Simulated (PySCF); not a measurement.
**BSb: bond curves at several levels of theory**

One table from this session's results is given with a row withheld; the runs are named, their logs left out.

Computed with PySCF 2.14.0. Level: B x2c-TZVPPall, Sb x2c-TZVPPall, spin-free X2C with a Gaussian nucleus.

The first run:

Settings of the job:

```yaml
atoms: B, Sb
charge: 0
basis: B x2c-TZVPPall, Sb x2c-TZVPPall
Hamiltonian: spin-free X2C with a Gaussian nucleus
basis_functions: 91
electrons_treated: 56
masses_in_u: 11.0093, 120.9038
levels: PBE0, PBE, r²SCAN, B3LYP, BHandHLYP, M06-2X, B2PLYP, ωB97M-V, HF, MP2, SCS-MP2, CCSD, CCSD(T)
grid: 80 radial by 434 angular points
occupations: held fixed by the projection of orbital angular momentum
dissociation_limit: B + Sb, each in its ground configuration
starting_distance_in_angstrom: 2.180
values_of_2S_to_try: 0, 2, 4
```

Command:

```
$ OMP_NUM_THREADS=1 python dia.py task.json out
```

Among the steps run: The job; PBE0 along the bond; Excited determinants; PBE (GGA); r²SCAN; B3LYP; BHandHLYP; M06-2X (hybrid meta-GGA); B2PLYP (double hybrid); ωB97M-V; ROHF; Correlated methods on the Hartree–Fock reference.

One of the session's tables, all rows but one given; the rest of the session is left out.

It belongs to the step «The curves together». Energy (eV) from each level's lowest point:

| R (Å) | ROHF | ROHF-MP2 | ROHF-SCS-MP2 | ROHF-CCSD | ROHF-CCSD(T) |
| --- | --- | --- | --- | --- | --- |
| 1.768 | 1.087 | 1.103 | 1.141 | n/a | n/a |
| 1.850 | 0.458 | 0.481 | 0.509 | 0.499 | 0.551 |
| 1.933 | 0.124 | 0.142 | 0.160 | 0.154 | 0.186 |
| 1.994 | 0.017 | 0.026 | 0.035 | 0.033 | 0.049 |
| 2.056 | 0.000 | 0.000 | 0.000 | 0.000 | 0.000 |
| 2.118 | 0.050 | 0.046 | 0.034 | 0.033 | 0.018 |
| 2.200 | ? | ? | ? | ? | ? |
| 2.303 | 0.424 | 0.464 | 0.408 | 0.367 | 0.322 |
| 2.426 | 0.739 | 0.872 | 0.782 | 0.683 | 0.628 |
| 2.591 | 1.143 | 1.463 | 1.329 | n/a | n/a |

Estimate the missing values for R (Å) = 2.200.

Worked estimate for «ROHF». A straight line through the neighbours (2.118, 0.050) and (2.303, 0.424) gives 0.050 + (0.424 − 0.050) × (2.200 − 2.118) / (2.303 − 2.118) = 0.216; a parabola fitted to 4 rows on both sides gives 0.198.

The run gave: ROHF: 0.188; ROHF-MP2: 0.190; ROHF-SCS-MP2: 0.160; ROHF-CCSD: 0.149; ROHF-CCSD(T): 0.118. In «ROHF» the line misses by +0.028 and the parabola by +0.010.
